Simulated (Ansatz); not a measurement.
# CH₇AlO₂Si: a ladder of functionals and wavefunction methods

How much do the methods differ for CH₇AlO₂Si? The plan is to run it at one geometry with functionals of several rungs and with coupled cluster. The yardstick is the atomisation energy at the CCSD(T) limit.

Method: functionals in def2-TZVPP, the program's frozen cores in correlated methods; program: Ansatz 0.2.0, Gaussian basis.

Plan: PBE-D4, r2SCAN-D4, PBE0-D4, B3LYP-D4, ωB97X-V, ωB97M-V, B2PLYP; CCSD(T)/def2-TZVPP; MP2/def2-QZVPP; extrapolation to the limit.

## Step 1: Structure used throughout

All runs share one geometry, relaxed beforehand with PBE0-D4 in a triple-zeta def2 set.

12 atoms, charge 0, spin multiplicity 1.

Atoms are counted from 1 here; the program's logs count them from 0.

Bond lengths: O1–Si2 1.632 Å, O1–H6 0.958 Å, Si2–O3 1.659 Å, Si2–H7 1.474 Å, Si2–H8 1.483 Å, O3–C4 1.515 Å, O3–Al5 1.930 Å, C4–Al5 1.951 Å, C4–H9 1.090 Å, C4–H10 1.089 Å, Al5–H11 1.585 Å, Al5–H12 1.586 Å. Angles: Si2–O1–H6 119.0°, O1–Si2–O3 111.7°, O1–Si2–H7 107.8°, O1–Si2–H8 110.3°, O3–Si2–H7 105.5°, O3–Si2–H8 106.8°, H7–Si2–H8 114.6°, Si2–O3–C4 123.2°, Si2–O3–Al5 168.8°, C4–O3–Al5 67.7°, O3–C4–Al5 66.3°, O3–C4–H9 108.5°, O3–C4–H10 108.4°, Al5–C4–H9 123.4°, Al5–C4–H10 123.2°, H9–C4–H10 112.0°, O3–Al5–C4 45.9°, O3–Al5–H11 111.3° and more.

## Step 2: PBE-D4 (GGA)

in.yaml reads:

```yaml
crystal:
  periodic: [false, false, false]
  atoms:
    - {symbol: O, position_ang: [-2.283536, 0.514426, 0.793267]}
    - {symbol: Si, position_ang: [-1.105466, 1.059196, -0.195657]}
    - {symbol: O, position_ang: [0.318856, 0.242484, 0.038726]}
    - {symbol: C, position_ang: [0.483570, -1.236099, -0.247516]}
    - {symbol: Al, position_ang: [2.127874, -0.362616, 0.334957]}
    - {symbol: H, position_ang: [-2.809720, -0.237283, 0.519326]}
    - {symbol: H, position_ang: [-0.822239, 2.458870, 0.168405]}
    - {symbol: H, position_ang: [-1.488119, 0.855651, -1.614401]}
    - {symbol: H, position_ang: [0.237049, -1.415589, -1.293784]}
    - {symbol: H, position_ang: [-0.167488, -1.791362, 0.426208]}
    - {symbol: H, position_ang: [2.487798, -0.365528, 1.878289]}
    - {symbol: H, position_ang: [3.098320, 0.222549, -0.774020]}
basis:
  gaussian: {orbitals: def2-TZVPP}
hamiltonian: {xc: pbe, dispersion: d4}
output: {forces: true, orbitals: {seedname: orbitals}}
```

On the command line:

```sh
> ansatz run in.yaml --threads 4 --pin off --events-out ev --progress --plain --max-ram 10444MiB
```

After this run come: r2SCAN-D4 (meta-GGA); PBE0-D4 (hybrid); B3LYP-D4 (hybrid); ωB97X-V (range-separated); ωB97M-V (range-separated); B2PLYP (double hybrid); CCSD(T) in def2-TZVPP; MP2 in def2-QZVPP.

Q: Predict the results of all the runs planned. Wanted: atomisation energy, CCSD(T)/CBS; farthest; mean size of error, hybrid; mean size of error, range-separated; gap, smallest and largest; T1 diagnostic; triples share of the correlation energy.

**Answer**, as computed:

| quantity | value |
| --- | --- |
| atomisation energy, CCSD(T)/CBS | 43.102 eV |
| functionals within 0.216 eV (0.5 %) | PBE-D4, r2SCAN-D4, ωB97X-V, ωB97M-V |
| farthest | PBE0-D4 (-0.772 eV) |
| mean size of error, hybrid | 0.561 eV |
| mean size of error, range-separated | 0.039 eV |
| gap, smallest and largest | 5.30 eV (PBE-D4), 11.71 eV (ωB97X-V) |
| T1 diagnostic | 0.0118 |
| triples share of the correlation energy | 3.4 % |

PBE-D4 is off by -0.125 eV. Double hybrids carry the basis error of their MP2 part in triple zeta, and no dispersion term here, so their miss is partly the set-up's. Misses under about 0.216 eV are within the doubt on the reference itself, which lacks core-valence correlation, relativity and higher excitations. Hartree-Fock recovers 73 % of the binding; the rest is correlation. Orbital gaps span 5.3 to 11.7 eV; exact exchange widens them.
